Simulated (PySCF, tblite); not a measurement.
**C₄H₇BCl₂O: geometry, infrared bands and NMR shifts**

Wanted: the infrared bands and NMR shifts of C₄H₇BCl₂O (`C=C(OCC)B(Cl)Cl`), by calculation.

Computed with tblite 0.8.0 and PySCF 2.14.0, with density-fitted response routines of our own, on a single molecule in the gas phase. Atoms count from 0, in the outputs and in this text.

### 1 Starting geometry

15 atoms, charge 0, multiplicity 1; geometry from: force field or distance geometry start.

Bonds of the start (Å): C0–C1 1.35, C1–O2 1.39, O2–C3 1.43, C3–C4 1.52, C1–B5 1.57, B5–Cl6 1.85, B5–Cl7 1.86, C0–H8 1.08, C0–H9 1.07, C3–H10 1.12, C3–H11 1.10, C4–H12 1.11, C4–H13 1.11, C4–H14 1.11.

### 2 Relaxing the molecule with GFN2-xTB

Job settings and geometry (Å):

```
{"job": {"kind": "relax", "xc": "GFN2-xTB", "basis": "xTB"}, "charge": 0, "multiplicity": 1}
C      1.662900    -1.144200    -0.343500
C      1.236400     0.051300     0.109800
O     -0.106800     0.402200     0.161700
C     -1.194300    -0.414100    -0.284000
C     -2.510000     0.312100    -0.068700
B      2.272400     1.106500     0.644700
Cl     1.673800     2.736200     1.273000
Cl     4.103900     0.785400     0.664400
H      0.961400    -1.884200    -0.707500
H      2.699000    -1.408300    -0.363300
H     -1.212500    -1.363300     0.316000
H     -1.076300    -0.666900    -1.351900
H     -2.516300     1.255300    -0.657400
H     -3.347300    -0.327100    -0.415200
H     -2.650900     0.567000     1.000300
```

On the command line:

```
$ OMP_NUM_THREADS=1 python probes_run.py task.json out
```

This one command runs all jobs of the session in turn.

**Question.** This job is followed by: GFN2-xTB harmonic vibrations, gas phase; GIAO PBE0/pcSseg-1 NMR shielding, non-relativistic, gas phase. What will the session give for the following? strongest single infrared mode (GFN2-xTB); zero-point energy (GFN2-xTB); 13C shifts against TMS (PBE0/pcSseg-1); 1H shifts against TMS (PBE0/pcSseg-1, means over atoms taken as alike); 17O shifts against H2O (PBE0/pcSseg-1); 11B shifts against BF3·OEt2 (PBE0/pcSseg-1); 35Cl shifts against HCl (PBE0/pcSseg-1, means over atoms taken as alike); surface potential, 1st and 99th percentile.

The runs gave:

```
                                                                quantity                         value
                               strongest single infrared mode (GFN2-xTB)          953 cm⁻¹, 119 km/mol
                                            zero-point energy (GFN2-xTB)                 66.9 kcal/mol
                                  13C shifts against TMS (PBE0/pcSseg-1)  171.6, 111.0, 66.3, 17.2 ppm
  1H shifts against TMS (PBE0/pcSseg-1, means over atoms taken as alike)    5.78, 5.09, 3.71, 1.49 ppm
                                  17O shifts against H2O (PBE0/pcSseg-1)                     152.4 ppm
                             11B shifts against BF3·OEt2 (PBE0/pcSseg-1)                      51.5 ppm
35Cl shifts against HCl (PBE0/pcSseg-1, means over atoms taken as alike)                       235 ppm
                                   surface potential, 1st and 99th percentile            -1.11 V and 1.04 V
```

In words: The optimisation took 28 steps and gained 0.473 eV; among the close pairs (by a distance rule), B5–Cl7 changed most, from 1.860 to 1.716 Å. All 39 modes are real, so the xTB geometry is a minimum. The strongest single mode, at 953 cm⁻¹, is spread over many atoms; the largest shares are those of B5, H8. Unscaled tight-binding wavenumbers are off by several per cent, some by more. Its intensities can rank the bands wrongly. C1 (alkene carbon bearing oxygen) lies farthest downfield among carbon, at 171.6 ppm; an sp2 carbon further deshielded by the attached heteroatom. At PBE0/pcSseg-1: The widest tensor belongs to Cl6, Cl7: span 527 ppm, with a paramagnetic part of -433 ppm. By nearest atom (PBE0/pcSseg-1), the HOMO sits on C0 33 %; O2 30 % and the LUMO on B5 44 %; C0 17 %.
